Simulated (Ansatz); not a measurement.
# GeH6N: the cost of one run

The runs use Ansatz 0.2.0; UKS BHLYP-D4/def2-SVP.

## 1. Reference run: GeNH6 radical, relaxed

input.yaml reads:

```yaml
crystal:
  periodic: [false, false, false]
  atoms:
    - { symbol: H, position_ang: [-0.662305, 0.051201, -0.564238] }
    - { symbol: Ge, position_ang: [1.272681, -0.009487, -0.096668] }
    - { symbol: "N", position_ang: [-1.9558, 0.044203, -0.241106] }
    - { symbol: H, position_ang: [1.405846, -0.211513, 1.439019] }
    - { symbol: H, position_ang: [1.935618, 1.335874, -0.508518] }
    - { symbol: H, position_ang: [1.944207, -1.197052, -0.843593] }
    - { symbol: H, position_ang: [-1.958563, 0.800673, 0.471155] }
    - { symbol: H, position_ang: [-1.981684, -0.813997, 0.344048] }
magnetization:
  spin_polarized: true
  initial_magnetization: 1
basis:
  gaussian: { orbitals: def2-SVP }
hamiltonian:
  xc: { name: BHLYP }
  dispersion: d4
output:
  forces: true
relax:
  f_tol: 0.02
  max_steps: 120
  constraints: [{ distance: [0, 2] }, { distance: [0, 1] }]
  escape_saddle: false
```

On the command line:

```
$ ansatz run input.yaml --threads 1 --pin off --max-ram 2560MiB --backend cpu --events-out ev --progress --plain --runs-dir out
```

What time and memory should one allow on 1 thread of Arm Neoverse V2, shared host?

About 19 s, with a peak of 0.19 GiB.
